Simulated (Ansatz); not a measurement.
# Na3Zn2N: the cost of one run

Method: DFT PBE, scalar-relativistic, plane waves, PAW, in Ansatz 0.2.0.

## (1) The system as given

The structure is hexagonal, space group P6/mmm (No. 191). Conventional cell: a = 5.499 Å, b = 5.499 Å, c = 3.723 Å, α = 90.00°, β = 90.00°, γ = 120.00°. Na (site symmetry mmm) has 4 Zn at 2.45 Å and 4 Na at 2.75 Å and 4 N at 3.32 Å as nearest neighbours. Around Zn (site symmetry -6m2) lie 6 Na at 2.45 Å and 3 Zn at 3.17 Å and 3 N at 3.17 Å. N (site symmetry 6/mmm) has 6 Zn at 3.17 Å and 12 Na at 3.32 Å as nearest neighbours.

Structure file:

```cif
data_structure
_symmetry_space_group_name_H-M 'P 1'
_symmetry_Int_Tables_number 1
_cell_length_a 5.4985
_cell_length_b 5.4985
_cell_length_c 3.7233
_cell_angle_alpha 90.000
_cell_angle_beta 90.000
_cell_angle_gamma 120.000
_cell_volume 97.49
loop_
_atom_site_label
_atom_site_type_symbol
_atom_site_fract_x
_atom_site_fract_y
_atom_site_fract_z
_atom_site_occupancy
Na1 Na 0.50000 0.00000 0.50000 1
Na2 Na 0.00000 0.50000 0.50000 1
Na3 Na 0.50000 0.50000 0.50000 1
Zn1 Zn 0.33333 0.66667 0.00000 1
Zn2 Zn 0.66667 0.33333 0.00000 1
N1 N 0.00000 0.00000 0.00000 1
```

Recipe of the guess: species swapped into a database cell of LaGe2Ir3 (P6/mmm, No. 191), with N on the La sites, Zn on the Ge sites and Na on the Ir sites. Its size is a rough estimate.

## (2) A first look at the guess

The input, input.yaml:

```yaml
crystal:
  lattice:
    - [5.4985161, 0.0, 0.0]
    - [-2.74925805, 4.76185462, 0.0]
    - [0.0, 0.0, 3.72330786]
  atoms:
    - { symbol: Na, position: [0.5, 0.0, 0.5] }
    - { symbol: Na, position: [0.0, 0.5, 0.5] }
    - { symbol: Na, position: [0.5, 0.5, 0.5] }
    - { symbol: Zn, position: [0.33333333, 0.66666667, 0.0] }
    - { symbol: Zn, position: [0.66666667, 0.33333333, 0.0] }
    - { symbol: "N", position: [0.0, 0.0, 0.0] }
basis:
  ecutwfc: 420
kpoints:
  mp_grid: { grid: [6, 6, 6] }
hamiltonian:
  xc: pbe
scf:
  occupations: { method: gaussian, width: 0.1 }
  lower_state_search: "off"
output:
  forces: true
  stress: true
  eigenvalues: true
```

On the command line:

```bash
$ ansatz run input.yaml --threads 1 --pin off --max-ram 2560MiB --backend cpu --events-out ev --progress --plain --runs-dir out
```

What time and memory should one allow on 1 thread of Arm Neoverse V1, shared host?

About 5.8 s, with a peak of 0.38 GiB.
